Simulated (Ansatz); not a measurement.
**C₂H₈N₂OW: how energies converge with the basis set**

One table from this session's results is given with a row withheld; the runs are named, their logs left out.

Program: Ansatz 0.2.0, Gaussian basis. Level of theory: one geometry, several basis sets. These are calculated values, not measurements.

Plan: PBE0-D4/def2-SVP; ωB97M-V/def2-SVP; PBE0-D4/def2-QZVPP; ωB97M-V/def2-QZVPP; the functionals' def2-TZVPP values are taken from earlier runs.

**The relaxed structure**

The geometry comes from an earlier relaxation with PBE0-D4 in a triple-zeta def2 set; it is a stationary point, not always the lowest conformer. W takes the def2 core potential; no spin-orbit term is included.

SMILES `C[N]=[W]([CH3])([NH2])=[O]`, 14 atoms, charge 0, spin multiplicity 1.

Atoms are counted from 1 here; the program's logs count them from 0.

Bond lengths: C1–N2 1.420 Å, C1–H7 1.096 Å, C1–H8 1.095 Å, C1–H9 1.095 Å, N2–W3 1.753 Å, W3–C4 2.128 Å, W3–N5 1.950 Å, W3–O6 1.714 Å, C4–H10 1.094 Å, C4–H11 1.093 Å, C4–H12 1.093 Å, N5–H13 1.009 Å, N5–H14 1.010 Å. Angles: N2–C1–H7 112.2°, N2–C1–H8 110.1°, N2–C1–H9 110.4°, H7–C1–H8 108.3°, H7–C1–H9 108.4°, H8–C1–H9 107.4°, C1–N2–W3 154.9°, N2–W3–C4 104.0°, N2–W3–N5 109.3°, N2–W3–O6 113.4°, C4–W3–N5 109.3°, C4–W3–O6 106.3°, N5–W3–O6 114.0°, W3–C4–H10 110.0°, W3–C4–H11 110.6°, W3–C4–H12 110.5°, H10–C4–H11 108.3°, H10–C4–H12 109.0° and more.

Set-up of the first run:

in.yaml

```yaml
crystal:
  periodic: [false, false, false]
  atoms:
    - {symbol: C, position_ang: [-2.449980, -0.506732, -0.038472]}
    - {symbol: N, position_ang: [-1.083539, -0.181273, 0.166314]}
    - {symbol: W, position_ang: [0.443291, 0.583311, -0.231056]}
    - {symbol: C, position_ang: [1.747090, -1.048935, -0.634507]}
    - {symbol: N, position_ang: [1.096152, 1.562188, 1.324143]}
    - {symbol: O, position_ang: [0.383467, 1.517096, -1.666814]}
    - {symbol: H, position_ang: [-2.854223, -0.045054, -0.946161]}
    - {symbol: H, position_ang: [-2.569179, -1.592256, -0.123322]}
    - {symbol: H, position_ang: [-3.053134, -0.176941, 0.814358]}
    - {symbol: H, position_ang: [2.746423, -0.678227, -0.882867]}
    - {symbol: H, position_ang: [1.379032, -1.635078, -1.480145]}
    - {symbol: H, position_ang: [1.817046, -1.707471, 0.234831]}
    - {symbol: H, position_ang: [0.706299, 1.496480, 2.251979]}
    - {symbol: H, position_ang: [1.678257, 2.383692, 1.240619]}
basis:
  gaussian: {orbitals: def2-SVP}
hamiltonian: {xc: pbe0, dispersion: d4}
output: {orbitals: {seedname: orbitals}}
```

Command:

```sh
ansatz run in.yaml --threads 4 --pin off --events-out ev --progress --plain --max-ram 11315MiB
```

Among the steps run: PBE0-D4 in def2-SVP; ωB97M-V in def2-SVP; PBE0-D4 in def2-QZVPP; ωB97M-V in def2-QZVPP.

One of the session's tables, all rows but one given; the rest of the session is left out.

It belongs to the step «Functionals by basis». 

| functional | basis | HOMO (eV) |
| --- | --- | --- |
| PBE0-D4 | def2-SVP | -7.13 |
| PBE0-D4 | def2-TZVPP | -7.19 |
| PBE0-D4 | def2-QZVPP | -7.22 |
| ωB97M-V | def2-SVP | ? |
| ωB97M-V | def2-TZVPP | -9.46 |
| ωB97M-V | def2-QZVPP | -9.49 |

**Question.** Estimate the row for ωB97M-V, def2-SVP.

The run gave: HOMO (eV): -9.39. In the column «HOMO (eV)» it lies between ωB97M-V, def2-TZVPP (-9.46) and PBE0-D4, def2-QZVPP (-7.22).
